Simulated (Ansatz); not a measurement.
# CH4AsB: the cost of one run

Program: Ansatz 0.2.0. Level of theory: RKS B3LYP-D4/def2-TZVP. These are calculated values, not measurements.

## (1) The system as given

Bond lengths: B1–C2 1.377 Å, C2–As3 1.976 Å, B1–H4 1.148 Å, C2–H5 1.079 Å, As3–H6 1.516 Å, As3–H7 1.502 Å. Angles: B1–C2–As3 114.4°, B1–C2–H5 134.1°, As3–C2–H5 111.4°, C2–B1–H4 173.0°, C2–As3–H6 96.7°, C2–As3–H7 96.7°, H6–As3–H7 88.6°.

Coordinates:

```xyz
7

B    -0.4873   -0.1433   -1.2839
C    -0.7067   -0.5392    0.0167
As    0.7871   -0.1544    1.2511
H    -0.1764    0.2265   -2.3249
H    -1.5045   -1.0663    0.5161
H     0.3675    1.2597    1.6027
H     1.7204    0.4170    0.2222
```

## (2) Relaxing end A

Input file input.yaml:

```yaml
crystal:
  periodic: [false, false, false]
  atoms:
    - { symbol: B, position_ang: [-0.48734, -0.14326, -1.2839] }
    - { symbol: C, position_ang: [-0.70667, -0.53924, 0.01668] }
    - { symbol: As, position_ang: [0.78706, -0.15441, 1.25115] }
    - { symbol: H, position_ang: [-0.17644, 0.22651, -2.32494] }
    - { symbol: H, position_ang: [-1.5045, -1.06634, 0.51609] }
    - { symbol: H, position_ang: [0.36753, 1.25973, 1.60269] }
    - { symbol: H, position_ang: [1.72035, 0.417, 0.22222] }
basis:
  gaussian: { orbitals: def2-TZVP }
hamiltonian:
  xc: b3lyp
  dispersion: d4
relax:
  f_tol: 0.015
  max_steps: 40
```

Command:

```sh
> ansatz run input.yaml --threads 2 --pin off --max-ram 3072MiB --backend cpu --events-out ev --progress --plain --runs-dir out
```

Q: Estimate wall time and peak memory on 2 threads of Intel Xeon Platinum 8488C (Sapphire Rapids), shared host.

About 27 s, with a peak of 0.29 GiB.
